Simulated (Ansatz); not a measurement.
# C2H4FNSi: a spread of methods and bases

How do the results and run time of C2H4FNSi respond when the settings are drawn wide?

Program: Ansatz 0.2.0, Gaussian basis. Level of theory: the settings change from run to run. These are calculated values, not measurements.

## (1) The geometry

The geometry comes from an earlier relaxation with PBE0-D4 in a triple-zeta def2 set; it is a stationary point, not always the lowest conformer.

SMILES `FC1=N[SiH2]C1`, 9 atoms, charge 0, spin multiplicity 1.

Atoms are counted from 1 here; the program's logs count them from 0.

Bond lengths: F1–C2 1.328 Å, C2–N3 1.265 Å, C2–C5 1.504 Å, N3–Si4 1.781 Å, Si4–C5 1.894 Å, Si4–H6 1.482 Å, Si4–H7 1.482 Å, C5–H8 1.090 Å, C5–H9 1.090 Å. Angles: F1–C2–N3 123.3°, F1–C2–C5 120.8°, N3–C2–C5 115.9°, C2–N3–Si4 87.6°, N3–Si4–C5 79.5°, N3–Si4–H6 114.5°, N3–Si4–H7 114.5°, C5–Si4–H6 117.2°, C5–Si4–H7 117.2°, H6–Si4–H7 110.8°, C2–C5–Si4 77.1°, C2–C5–H8 113.9°, C2–C5–H9 113.8°, Si4–C5–H8 119.3°, Si4–C5–H9 119.3°, H8–C5–H9 109.7°.

## (2) B97M-V/aug-cc-pVTZ

Options: the search for lower states set to light.

The input, in.yaml:

```yaml
crystal:
  periodic: [false, false, false]
  atoms:
    - {symbol: F, position_ang: [1.531090, -1.747784, 0.691667]}
    - {symbol: C, position_ang: [0.840575, -0.760029, 0.133343]}
    - {symbol: N, position_ang: [1.197753, -0.177164, -0.931596]}
    - {symbol: Si, position_ang: [-0.261065, 0.832500, -0.778196]}
    - {symbol: C, position_ang: [-0.438098, -0.267512, 0.753784]}
    - {symbol: H, position_ang: [0.008925, 2.271886, -0.551487]}
    - {symbol: H, position_ang: [-1.253122, 0.647615, -1.863437]}
    - {symbol: H, position_ang: [-1.230165, -1.016367, 0.785144]}
    - {symbol: H, position_ang: [-0.307493, 0.170655, 1.743779]}
basis:
  gaussian: {orbitals: aug-cc-pVTZ}
hamiltonian: {xc: {name: B97M-V}}
scf: {lower_state_search: light}
```

Run with:

```sh
> ansatz run in.yaml --threads 2 --pin off --events-out ev --progress --plain --max-ram 4352MiB
```

The log of the run:

```text
Functional definition: B97M-V
  name "B97M-V"
  cite "Mardirossian & Head-Gordon, J. Chem. Phys. 142, 074111 (2015) doi:10.1063/1.4907719"
  cite "Becke, J. Chem. Phys. 107, 8554 (1997) doi:10.1063/1.475007"
  cite "Vydrov & Van Voorhis, J. Chem. Phys. 133, 244103 (2010) doi:10.1063/1.3521275"
  # Of w^i u^j: cxij and so on, Table III.
  parameter cx00 = 1.000
  parameter cx01 = 1.308
  parameter cx02 = 1.901
  parameter cx10 = 0.416
  parameter cx11 = 3.070
  parameter css00 = 1.000
  parameter css02 = -1.855
  parameter css10 = -5.668
  parameter css32 = -20.497
  parameter css42 = -20.364
  parameter cos00 = 1.000
  parameter cos01 = 1.573
  parameter cos03 = -6.298
  parameter cos10 = 2.535
  parameter cos32 = -6.427
  parameter b = 6.0
  parameter c = 0.01
  gx(w, u) = cx00 + cx01*u + cx02*u^2 + (cx10 + cx11*u)*w
  gss(w, u) = css00 + css02*u^2 + css10*w + (css32*w^3 + css42*w^4)*u^2
  gos(w, u) = cos00 + cos01*u + cos03*u^3 + cos10*w + cos32*w^3*u^2
  exchange = spin_sum(e_x_unif_s*gx(b97_w, b97_u_x))
  correlation = spin_sum(e_c_pw_mod_same_spin*gss(b97_w, b97_u_same))
      + integral(e_c_pw_mod_opposite_spin*gos(b97_w_opposite, b97_u_opposite)) + vv10(b, c)
1395 factors; their error is unknown
mean field evaluation 1: about -14212.3051 eV, gradient 6.9e1 eV
mean field evaluation 2: about -14187.6398 eV, gradient 1.1e2 eV
mean field evaluation 4: about -14222.3303 eV, gradient 1.4e1 eV
mean field evaluation 8: about -14222.7500 eV, gradient 3.3e-1 eV
mean field evaluation 16: about -14222.7095 eV, gradient 9.6e-4 eV
mean field -14222.70952765 eV, -522.6749346423 hartree, gradient 3.5e-5 eV, S^2 0.000000; 0 other end points of the search recorded, 0 dependent functions left out
reference -14222.70961396 eV, -522.6749378141 hartree; 23, 23 occupied and 303, 303 virtual orbitals, 1395 factors
Total energy: -14222.70961396 eV, -522.6749378141 hartree
```

Wall time 25 s (2 threads of Arm Neoverse V1, shared host); peak memory 0.59 GiB.

## (3) RPBE/aug-pcseg-2

This run has charge +1, multiplicity 2, D3(BJ) dispersion.

Changes to in.yaml since step 2:

```diff
@@ -13,4 +13,6 @@
 basis:
-  gaussian: {orbitals: aug-cc-pVTZ}
-hamiltonian: {xc: {name: B97M-V}}
-scf: {lower_state_search: light}
+  gaussian: {orbitals: aug-pcseg-2}
+total_charge: 1
+magnetization: {spin_polarized: true, initial_magnetization: 1}
+hamiltonian: {xc: {name: RPBE}, dispersion: d3bj}
+output: {forces: true}
```

The command is unchanged.

The log of the run, cut to the lines that bear on the results:

```text
Functional definition: RPBE
  name "RPBE"
  cite "Hammer, Hansen & Nørskov, Phys. Rev. B 59, 7413 (1999) doi:10.1103/PhysRevB.59.7413"
  cite "Perdew, Burke & Ernzerhof, Phys. Rev. Lett. 77, 3865 (1996) doi:10.1103/PhysRevLett.77.3865"
[...]
1361 factors; their error is unknown
[...]
mean field -14215.19453889 eV, -522.3987638991 hartree, gradient 1.5e-5 eV, S^2 0.755160; 5 other end points of the search recorded, 0 dependent functions left out
[...]
reference -14215.19459051 eV, -522.3987657962 hartree; 23, 22 occupied and 303, 304 virtual orbitals, 1361 factors
Total energy: -14216.33076022 eV, -522.4405192631 hartree
Atom 0 at     1.531090    -1.747784     0.691667 Å, force    -0.082578     0.354007    -0.358902 eV/Å
Atom 1 at     0.840575    -0.760029     0.133343 Å, force     1.337170    -3.774335     3.385204 eV/Å
Atom 2 at     1.197753    -0.177164    -0.931596 Å, force    -0.656172     0.606756    -0.119649 eV/Å
Atom 3 at    -0.261065     0.832500    -0.778196 Å, force    -2.250910     3.380084    -2.019131 eV/Å
Atom 4 at    -0.438098    -0.267512     0.753784 Å, force     1.251027    -0.626290    -0.426897 eV/Å
Atom 5 at     0.008925     2.271886    -0.551487 Å, force     0.201440    -0.099668     0.153659 eV/Å
Atom 6 at    -1.253122     0.647615    -1.863437 Å, force     0.076627    -0.260005     0.024033 eV/Å
Atom 7 at    -1.230165    -1.016367     0.785144 Å, force    -0.258944    -0.203099    -0.652752 eV/Å
Atom 8 at    -0.307493     0.170655     1.743779 Å, force     0.382340     0.622549     0.014434 eV/Å
Dipole moment:    -0.475504     0.309317     0.074606 e Å
```

It took 32 s on 2 threads of Arm Neoverse V1, shared host; peak memory 1.3 GiB.

Largest force 5.243 eV/Å, ⟨S²⟩ 0.755.

## (4) revPBE0/pcseg-2

This run has D3(BJ) with three-body dispersion.

Changes to in.yaml since step 3:

```diff
@@ -13,6 +13,4 @@
 basis:
-  gaussian: {orbitals: aug-pcseg-2}
-total_charge: 1
-magnetization: {spin_polarized: true, initial_magnetization: 1}
-hamiltonian: {xc: {name: RPBE}, dispersion: d3bj}
+  gaussian: {orbitals: pcseg-2}
+hamiltonian: {xc: {name: revPBE0}, dispersion: d3bjatm}
 output: {forces: true}
```

Launched as before.

The log of the run, cut to the lines that bear on the results:

```text
Functional definition: revPBE0
  name "revPBE0"
  cite "Zhang & Yang, Phys. Rev. Lett. 80, 890 (1998) doi:10.1103/PhysRevLett.80.890"
  cite "Adamo & Barone, J. Chem. Phys. 110, 6158 (1999) doi:10.1063/1.478522"
  cite "Perdew, Burke & Ernzerhof, Phys. Rev. Lett. 77, 3865 (1996) doi:10.1103/PhysRevLett.77.3865"
[...]
1130 factors; their error is unknown
[...]
mean field -14221.49336689 eV, -522.6302415589 hartree, gradient 5.1e-5 eV, S^2 0.000000; 0 other end points of the search recorded, 0 dependent functions left out
[...]
reference -14221.49341387 eV, -522.6302432852 hartree; 23, 23 occupied and 187, 187 virtual orbitals, 1130 factors
Total energy: -14221.90298681 eV, -522.6452948131 hartree
Atom 0 at     1.531090    -1.747784     0.691667 Å, force     0.094920    -0.145073     0.088194 eV/Å
Atom 1 at     0.840575    -0.760029     0.133343 Å, force    -0.028928     0.022342    -0.000316 eV/Å
Atom 2 at     1.197753    -0.177164    -0.931596 Å, force     0.088970     0.050576    -0.148137 eV/Å
Atom 3 at    -0.261065     0.832500    -0.778196 Å, force    -0.023090     0.055618    -0.047089 eV/Å
Atom 4 at    -0.438098    -0.267512     0.753784 Å, force    -0.137895     0.019190     0.109936 eV/Å
Atom 5 at     0.008925     2.271886    -0.551487 Å, force    -0.006958    -0.004484     0.005801 eV/Å
Atom 6 at    -1.253122     0.647615    -1.863437 Å, force    -0.003400     0.000252     0.009389 eV/Å
Atom 7 at    -1.230165    -1.016367     0.785144 Å, force     0.017202     0.012045     0.000038 eV/Å
Atom 8 at    -0.307493     0.170655     1.743779 Å, force    -0.000822    -0.010467    -0.017814 eV/Å
Dipole moment:    -0.552772     0.236487     0.239051 e Å
```

Wall time 5 s (2 threads of Arm Neoverse V1, shared host).

Largest force 0.195 eV/Å, dipole 3.11 D.

## (5) wPBEh/def2-SVP

This run has charge -1, multiplicity 2, restricted open-shell orbitals, the search for lower states set to light.

Changes to in.yaml since step 4:

```diff
@@ -13,4 +13,7 @@
 basis:
-  gaussian: {orbitals: pcseg-2}
-hamiltonian: {xc: {name: revPBE0}, dispersion: d3bjatm}
+  gaussian: {orbitals: def2-SVP}
+total_charge: -1
+magnetization: {spin_polarized: false, initial_magnetization: 1}
+hamiltonian: {xc: {name: wPBEh}}
+scf: {lower_state_search: light}
 output: {forces: true}
```

Same command.

The log of the run, cut to the lines that bear on the results:

```text
Functional definition: wPBEh
  name "wPBEh"
  cite "Heyd, Scuseria & Ernzerhof, J. Chem. Phys. 118, 8207 (2003) doi:10.1063/1.1564060"
  cite "Krukau, Vydrov, Izmaylov & Scuseria, J. Chem. Phys. 125, 224106 (2006) doi:10.1063/1.2404663"
  cite "Heyd & Scuseria, J. Chem. Phys. 120, 7274 (2004) doi:10.1063/1.1668634"
  cite "Ernzerhof & Perdew, J. Chem. Phys. 109, 3313 (1998) doi:10.1063/1.476928"
  cite "Perdew, Burke & Ernzerhof, Phys. Rev. Lett. 77, 3865 (1996) doi:10.1103/PhysRevLett.77.3865"
  parent pbe
[...]
936 factors; integrals over basis functions are off by at most 1.2e-3 eV
88 factors; integrals over basis functions are off by at most 3.9e-7 eV
[...]
mean field -14204.38985096 eV, -522.0016989414 hartree, gradient 4.4e-6 eV, S^2 0.750000; 14 other end points of the search recorded, 0 dependent functions left out
[...]
reference -14204.38988332 eV, -522.0017001307 hartree; 24, 23 occupied and 70, 71 virtual orbitals, 936 factors
Total energy: -14204.38988332 eV, -522.0017001307 hartree
Atom 0 at     1.531090    -1.747784     0.691667 Å, force     1.196780    -1.519556     0.926081 eV/Å
Atom 1 at     0.840575    -0.760029     0.133343 Å, force    -2.498073    -0.652057     1.868141 eV/Å
Atom 2 at     1.197753    -0.177164    -0.931596 Å, force     1.678904     1.915136    -2.460195 eV/Å
Atom 3 at    -0.261065     0.832500    -0.778196 Å, force    -0.440691     0.287131    -0.856322 eV/Å
Atom 4 at    -0.438098    -0.267512     0.753784 Å, force     1.124633    -0.913469    -0.194083 eV/Å
Atom 5 at     0.008925     2.271886    -0.551487 Å, force     0.202089     0.480125    -0.254168 eV/Å
Atom 6 at    -1.253122     0.647615    -1.863437 Å, force    -0.487171     0.103141    -0.099947 eV/Å
Atom 7 at    -1.230165    -1.016367     0.785144 Å, force    -0.598062    -0.038384     0.007514 eV/Å
Atom 8 at    -0.307493     0.170655     1.743779 Å, force    -0.178408     0.337933     1.062979 eV/Å
Dipole moment:    -0.129806    -0.264893     0.388718 e Å
```

It took 21 s on 2 threads of Arm Neoverse V1, shared host.

Largest force 3.541 eV/Å.

## (6) PBEsol/aug-cc-pVTZ

This run has D3(BJ) with three-body dispersion, relativity set to scalar, high accuracy.

Changes to in.yaml since step 5:

```diff
@@ -13,7 +13,4 @@
 basis:
-  gaussian: {orbitals: def2-SVP}
-total_charge: -1
-magnetization: {spin_polarized: false, initial_magnetization: 1}
-hamiltonian: {xc: {name: wPBEh}}
-scf: {lower_state_search: light}
-output: {forces: true}
+  gaussian: {orbitals: aug-cc-pVTZ}
+hamiltonian: {xc: {name: PBEsol}, dispersion: d3bjatm, pseudopotentials: {relativity: scalar}}
+accuracy: high
```

Launched as before.

The log of the run:

```text
Functional definition: PBEsol
  name "PBEsol"
  cite "Perdew et al., Phys. Rev. Lett. 100, 136406 (2008) doi:10.1103/PhysRevLett.100.136406"
  cite "Perdew, Burke & Ernzerhof, Phys. Rev. Lett. 77, 3865 (1996) doi:10.1103/PhysRevLett.77.3865"
  parent pbesol
  exchange = pbesol_x
  correlation = pbesol_c
4946 factors; integrals over basis functions are off by at most 3.7e-9 eV
mean field evaluation 1: about -14182.2391 eV, gradient 8.0e1 eV
mean field evaluation 2: about -14104.1375 eV, gradient 1.6e2 eV
mean field evaluation 4: about -14195.2490 eV, gradient 1.7e1 eV
mean field evaluation 8: about -14196.0521 eV, gradient 3.7e-1 eV
mean field evaluation 16: about -14196.0532 eV, gradient 1.3e-4 eV
mean field -14196.05324072 eV, -521.6953341660 hartree, gradient 3.8e-8 eV, S^2 0.000000; 0 other end points of the search recorded, 0 dependent functions left out
reference -14196.05324802 eV, -521.6953344343 hartree; 23, 23 occupied and 303, 303 virtual orbitals, 4946 factors
Total energy: -14196.12198317 eV, -521.6978604045 hartree
Relativity: scalar
```

Run time: 48 s. Hardware: 2 threads of Arm Neoverse V1, shared host; peak memory 3.2 GiB.

## (7) wB97M-V/6-31G

Options: multiplicity 3, finite nuclei.

Changes to in.yaml since step 6:

```diff
@@ -13,4 +13,4 @@
 basis:
-  gaussian: {orbitals: aug-cc-pVTZ}
-hamiltonian: {xc: {name: PBEsol}, dispersion: d3bjatm, pseudopotentials: {relativity: scalar}}
-accuracy: high
+  gaussian: {orbitals: 6-31G, nuclear_model: gaussian}
+magnetization: {spin_polarized: true, initial_magnetization: 2}
+hamiltonian: {xc: {name: wB97M-V}}
```

Launched as before.

The log of the run, cut to the lines that bear on the results:

```text
Functional definition: wB97M-V
  name "wB97M-V"
  cite "Mardirossian & Head-Gordon, J. Chem. Phys. 144, 214110 (2016) doi:10.1063/1.4952647"
  cite "Becke, J. Chem. Phys. 107, 8554 (1997) doi:10.1063/1.475007"
  cite "Vydrov & Van Voorhis, J. Chem. Phys. 133, 244103 (2010) doi:10.1063/1.3521275"
  # Of w^i u^j: cxij and so on, Table III.
[...]
  gx(w, u) = 1 - cx + cx01*u + cx10*w
  gss(w, u) = css00 + css04*u^4 + css10*w + css20*w^2 + css43*w^4*u^3
  gos(w, u) = cos00 + cos10*w + (cos20 + cos21*u)*w^2 + (cos60 + cos61*u)*w^6
[...]
      + integral(e_c_pw_mod_opposite_spin*gos(b97_w_opposite, b97_u_opposite)) + vv10(b, c)
729 factors; integrals over basis functions are off by at most 1.8e-4 eV
269 factors; integrals over basis functions are off by at most 3.2e-6 eV
[...]
mean field -14211.29745193 eV, -522.2555485949 hartree, gradient 2.1e-5 eV, S^2 2.006107; 2 other end points of the search recorded, 0 dependent functions left out
reference -14211.29748575 eV, -522.2555498378 hartree; 24, 22 occupied and 33, 35 virtual orbitals, 729 factors
Total energy: -14211.29748575 eV, -522.2555498378 hartree
```

Wall time 22 s (2 threads of Arm Neoverse V1, shared host).

⟨S²⟩ 2.006.

## (8) r2SCAN50/STO-3G

Set apart from the defaults: atoms shaken by 0.15 Å, D4 dispersion.

The input, in.yaml:

```yaml
crystal:
  periodic: [false, false, false]
  atoms:
    - {symbol: F, position_ang: [1.591773, -1.958026, 0.920955]}
    - {symbol: C, position_ang: [0.946059, -0.635745, 0.012635]}
    - {symbol: N, position_ang: [1.036436, -0.204700, -0.990214]}
    - {symbol: Si, position_ang: [-0.233033, 0.930671, -0.688448]}
    - {symbol: C, position_ang: [-0.197976, -0.221018, 0.842378]}
    - {symbol: H, position_ang: [0.253489, 2.075341, -0.635892]}
    - {symbol: H, position_ang: [-1.304302, 0.710421, -1.483741]}
    - {symbol: H, position_ang: [-1.195629, -0.694272, 0.745787]}
    - {symbol: H, position_ang: [-0.351020, 0.225233, 1.727319]}
basis:
  gaussian: {orbitals: STO-3G}
hamiltonian: {xc: {name: r2SCAN50}, dispersion: d4}
output: {forces: true}
```

The command is unchanged.

The log of the run, cut to the lines that bear on the results:

```text
Functional definition: r2SCAN50
  name "r2SCAN50"
  cite "Bursch, Neugebauer, Ehlert & Grimme, J. Chem. Phys. 156, 134105 (2022) doi:10.1063/5.0086040"
  cite "Furness, Kaplan, Ning, Perdew & Sun, J. Phys. Chem. Lett. 11, 8208 (2020) doi:10.1021/acs.jpclett.0c02405"
  cite "Furness, Kaplan, Ning, Perdew & Sun, J. Phys. Chem. Lett. 11, 9248 (2020) doi:10.1021/acs.jpclett.0c03077"
  parent r2scan
[...]
437 factors; integrals over basis functions are off by at most 4.2e-5 eV
[...]
mean field -14036.95273990 eV, -515.8484986029 hartree, gradient 3.2e-5 eV, S^2 0.000000; 0 other end points of the search recorded, 0 dependent functions left out
[...]
reference -14036.95274269 eV, -515.8484987054 hartree; 23, 23 occupied and 10, 10 virtual orbitals, 437 factors
Total energy: -14037.01057282 eV, -515.8506239238 hartree
Atom 0 at     1.591773    -1.958026     0.920955 Å, force    -1.654068     5.513759    -4.828301 eV/Å
Atom 1 at     0.946059    -0.635745     0.012635 Å, force     1.170965   -18.330062    28.236555 eV/Å
Atom 2 at     1.036436    -0.204700    -0.990214 Å, force     5.068434     8.077272   -23.887254 eV/Å
Atom 3 at    -0.233033     0.930671    -0.688448 Å, force    -2.810363    -5.226720     2.077117 eV/Å
Atom 4 at    -0.197976    -0.221018     0.842378 Å, force    -5.483505     2.375726    -4.176894 eV/Å
Atom 5 at     0.253489     2.075341    -0.635892 Å, force     2.629823     7.204955     0.245317 eV/Å
Atom 6 at    -1.304302     0.710421    -1.483741 Å, force    -1.996023     0.020784    -1.766220 eV/Å
Atom 7 at    -1.195629    -0.694272     0.745787 Å, force     1.538894    -1.355067    -0.400365 eV/Å
Atom 8 at    -0.351020     0.225233     1.727319 Å, force     1.535844     1.719354     4.500045 eV/Å
Dipole moment:    -0.626666     0.655120    -0.019301 e Å
```

Wall time 1.6 s (2 threads of Arm Neoverse V1, shared host).

Largest force 33.685 eV/Å, dipole 4.36 D.

## (9) CCSD/def2-mTZVPP

Options: atoms shaken by 0.08 Å, high accuracy.

The input, in.yaml:

```yaml
crystal:
  periodic: [false, false, false]
  atoms:
    - {symbol: F, position_ang: [1.471426, -1.753173, 0.625241]}
    - {symbol: C, position_ang: [0.844960, -0.975391, 0.180661]}
    - {symbol: N, position_ang: [1.197262, -0.344466, -0.820001]}
    - {symbol: Si, position_ang: [-0.191570, 0.788058, -0.710835]}
    - {symbol: C, position_ang: [-0.501917, -0.219761, 0.739612]}
    - {symbol: H, position_ang: [-0.109764, 2.439993, -0.590770]}
    - {symbol: H, position_ang: [-1.217840, 0.729383, -1.911175]}
    - {symbol: H, position_ang: [-1.239345, -1.143718, 0.712717]}
    - {symbol: H, position_ang: [-0.340733, 0.232827, 1.857079]}
basis:
  gaussian: {orbitals: def2-mTZVPP}
hamiltonian: {xc: {name: HF}}
correlation: {method: ccsd}
accuracy: high
```

The command is unchanged.

The log of the run, cut to the lines that bear on the results:

```text
Functional definition: HF
  name "HF"
  cite "Fock, Z. Phys. 61, 126 (1930) doi:10.1007/BF01340294"
  parent pbe
[...]
2745 factors; integrals over basis functions are off by at most 4.0e-9 eV
[...]
mean field -14172.71384339 eV, -520.8376271341 hartree, gradient 3.4e-8 eV, S^2 0.000000; 0 other end points of the search recorded, 0 dependent functions left out
9 core orbitals not correlated: weight in the atoms' cores, before any rotation towards them, 1.000 or more for the frozen orbitals, at most 0.000 for the correlated occupied ones
reference -14172.71384339 eV, -520.8376271341 hartree; 14, 14 occupied and 110, 110 virtual orbitals, 2745 factors
second order -20.35906318 eV of doubles, -0.00000000 eV of singles
cycle   1  -20.51130743 eV  change   -1.5e-1 eV  update   1.1e-1
[...]
cycle  22  -21.21838000 eV  change  -4.2e-10 eV  update   2.8e-9
Total energy: -14193.93222339 eV, -521.6173882167 hartree
```

Run time: 34 s. Hardware: 2 threads of Arm Neoverse V1, shared host; peak memory 1.6 GiB.

T1 0.014.

## (10) CCSD(T)/6-31++G**

The input, in.yaml:

```yaml
crystal:
  periodic: [false, false, false]
  atoms:
    - {symbol: F, position_ang: [1.531090, -1.747784, 0.691667]}
    - {symbol: C, position_ang: [0.840575, -0.760029, 0.133343]}
    - {symbol: N, position_ang: [1.197753, -0.177164, -0.931596]}
    - {symbol: Si, position_ang: [-0.261065, 0.832500, -0.778196]}
    - {symbol: C, position_ang: [-0.438098, -0.267512, 0.753784]}
    - {symbol: H, position_ang: [0.008925, 2.271886, -0.551487]}
    - {symbol: H, position_ang: [-1.253122, 0.647615, -1.863437]}
    - {symbol: H, position_ang: [-1.230165, -1.016367, 0.785144]}
    - {symbol: H, position_ang: [-0.307493, 0.170655, 1.743779]}
basis:
  gaussian: {orbitals: "6-31++G**"}
hamiltonian: {xc: {name: HF}}
correlation: {method: ccsd_t}
```

Launched as before.

The log of the run, cut to the lines that bear on the results:

```text
Functional definition: HF
  name "HF"
  cite "Fock, Z. Phys. 61, 126 (1930) doi:10.1007/BF01340294"
  parent pbe
[...]
1081 factors; integrals over basis functions are off by at most 1.4e-3 eV
[...]
mean field -14173.38072147 eV, -520.8621344515 hartree, gradient 8.8e-6 eV, S^2 0.000000; 0 other end points of the search recorded, 0 dependent functions left out
9 core orbitals not correlated: weight in the atoms' cores, before any rotation towards them, 1.000 or more for the frozen orbitals, at most 0.000 for the correlated occupied ones
reference -14173.38072147 eV, -520.8621344515 hartree; 14, 14 occupied and 100, 100 virtual orbitals, 1081 factors
second order -18.96031304 eV of doubles, -0.00000000 eV of singles
cycle   1  -19.10858851 eV  change   -1.5e-1 eV  update   1.1e-1
[...]
cycle   9  -19.79214437 eV  change   -1.1e-5 eV  update   2.9e-5
perturbative correction -0.70478935 eV, -0.0259005311 hartree
Total energy: -14193.87765520 eV, -521.6153828727 hartree
```

Wall time 15 s (2 threads of Arm Neoverse V1, shared host); peak memory 0.67 GiB.

T1 0.014.

## (11) The runs in one table

```csv
level,charge,multiplicity,geometry,functions,energy (eV),time
B97M-V/aug-cc-pVTZ,0,1,relaxed,326,-14222.710,25 s
RPBE/aug-pcseg-2,1,2,relaxed,326,-14216.331,32 s
revPBE0/pcseg-2,0,1,relaxed,210,-14221.903,5 s
wPBEh/def2-SVP,-1,2,relaxed,94,-14204.390,21 s
PBEsol/aug-cc-pVTZ,0,1,relaxed,326,-14196.122,48 s
wB97M-V/6-31G,0,3,relaxed,57,-14211.297,22 s
r2SCAN50/STO-3G,0,1,shaken,33,-14037.011,1.6 s
CCSD/def2-mTZVPP,0,1,shaken,133,-14193.932,34 s
CCSD(T)/6-31++G**,0,1,relaxed,123,-14193.878,15 s
```

## (12) Results

| quantity | value |
| --- | --- |
| runs | 9 |
| quickest | r2SCAN50/STO-3G, 1.6 s |
| slowest | PBEsol/aug-cc-pVTZ, 48 s |
| spread of total energies, same state and geometry | 28.8 eV |

PBEsol/aug-cc-pVTZ took 29 times as long as r2SCAN50/STO-3G. The jobs differ in tasks and options as well as level. The totals spread over 29 eV; they can't be compared across methods or bases. Some of these runs are scalar-relativistic and others not, which shifts the totals of all-electron atoms past neon by eV; core potentials, where a basis has them, take the core out of the total altogether. At the PBE0-D4/def2-TZVP geometry and in the same state, runs without warnings or point charges leave forces up to 0.19 eV/Å (revPBE0/pcseg-2), against 33.7 eV/Å where the atoms were moved.
